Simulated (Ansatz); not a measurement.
# SnNH5 (SMILES [NH2][SnH3]): a rigid scan of the bond length N1–H4

One table from this session's results is given with a row withheld; the runs are named, their logs left out.

Method: single points in def2-TZVPP; program: Ansatz 0.2.0, Gaussian basis.

Levels: PBE-D4, r2SCAN-D4, PBE0-D4, B3LYP-D4, wB97M-V, Hartree-Fock, MP2, CCSD, CCSD(T). The scan takes 0.871, 0.900, 0.944, 0.995, 1.052, 1.112, 1.177, 1.245, 1.316 Å.

Cores are frozen in the correlated methods. Filled d shells of the heavier atoms are correlated. Core potentials replace the inner electrons past krypton, and spin-orbit coupling is left out. B3LYP uses VWN-RPA correlation.

35 further runs of the same task are left out: 35 set aside as unsound or not needed.

## The system as given

The minimum, relaxed at PBE0-D4: SMILES `[NH2][SnH3]`, 7 atoms, charge 0, spin multiplicity 1.

Atoms are counted from 1 here; the program's logs count them from 0.

Bond lengths: N1–Sn2 2.032 Å, N1–H3 1.012 Å, N1–H4 1.012 Å, Sn2–H5 1.704 Å, Sn2–H6 1.704 Å, Sn2–H7 1.717 Å. Angles: Sn2–N1–H3 112.9°, Sn2–N1–H4 112.9°, H3–N1–H4 107.1°, N1–Sn2–H5 105.9°, N1–Sn2–H6 105.9°, N1–Sn2–H7 113.4°, H5–Sn2–H6 112.1°, H5–Sn2–H7 109.7°, H6–Sn2–H7 109.7°.

Coordinates:

| atom | x (Å) | y (Å) | z (Å) |
| --- | --- | --- | --- |
| N1 | -0.4996 | -1.1833 | 0.1166 |
| Sn2 | 0.1368 | 0.7304 | -0.1356 |
| H3 | -0.0018 | -1.8445 | -0.4665 |
| H4 | -0.4137 | -1.5049 | 1.0727 |
| H5 | -0.1158 | 1.0928 | -1.7817 |
| H6 | -0.8363 | 1.6844 | 0.8880 |
| H7 | 1.7917 | 0.9571 | 0.2609 |

Energies of the minimum (eV), from earlier single points: PBE-D4 -7401.02884, r2SCAN-D4 -7404.43077, PBE0-D4 -7401.49807, B3LYP-D4 -7405.51332, wB97M-V -7400.82252, CCSD(T) -7382.77483.

At the minimum the bond length N1–H4 is 1.012 Å.

The first run:

ccsdt-tzvpp/in.yaml reads:

```yaml
crystal:
  periodic: [false, false, false]
  atoms:
    - {symbol: N, position_ang: [-0.499637, -1.183300, 0.116576]}
    - {symbol: Sn, position_ang: [0.136845, 0.730376, -0.135610]}
    - {symbol: H, position_ang: [-0.001830, -1.844464, -0.466461]}
    - {symbol: H, position_ang: [-0.425713, -1.459958, 0.939155]}
    - {symbol: H, position_ang: [-0.115787, 1.092762, -1.781747]}
    - {symbol: H, position_ang: [-0.836268, 1.684426, 0.887996]}
    - {symbol: H, position_ang: [1.791692, 0.957062, 0.260883]}
basis:
  gaussian: {orbitals: def2-TZVPP}
correlation: {method: ccsd_t}
```

The command line of these runs was not kept.

Among the steps run: N1–H4 = 0.871 Å; N1–H4 = 0.900 Å; N1–H4 = 0.944 Å; N1–H4 = 0.995 Å; N1–H4 = 1.052 Å; N1–H4 = 1.112 Å; N1–H4 = 1.177 Å; N1–H4 = 1.245 Å; N1–H4 = 1.316 Å.

One of the session's tables, all rows but one given; the rest of the session is left out.

Energies less that of the minimum at the same level (eV):

```
bond length (Å)  PBE-D4  PBE0-D4  B3LYP-D4  wB97M-V  Hartree-Fock
          0.871   0.655    0.606     0.603    0.601         0.529
          0.900       ?        ?         ?        ?             ?
          0.944   0.143    0.118     0.119    0.117         0.079
          0.995   0.013    0.006     0.007    0.006        -0.004
1.012 (minimum)   0.000    0.000     0.000    0.000         0.000
          1.052   0.018    0.034     0.031    0.034         0.058
          1.112   0.145    0.184     0.176    0.184         0.246
          1.177   0.374    0.441     0.424    0.440         0.545
          1.245   0.677    0.774     0.746    0.772         0.924
          1.316   1.031    1.161     1.118    1.159         1.361
```

Estimate the missing values for bond length (Å) = 0.900.

Worked estimate for «PBE-D4». A straight line through the neighbours (0.871, 0.655) and (0.944, 0.143) gives 0.655 + (0.143 − 0.655) × (0.900 − 0.871) / (0.944 − 0.871) = 0.452; a parabola fitted to 3 rows on both sides gives 0.406.

The run gave: PBE-D4: 0.397; PBE0-D4: 0.357; B3LYP-D4: 0.356; wB97M-V: 0.353; Hartree-Fock: 0.294. In «PBE-D4» the line misses by +0.055 and the parabola by +0.009.

Limits of these values: A polynomial through the near points puts the CCSD(T) minimum at the PBE0-D4 value.
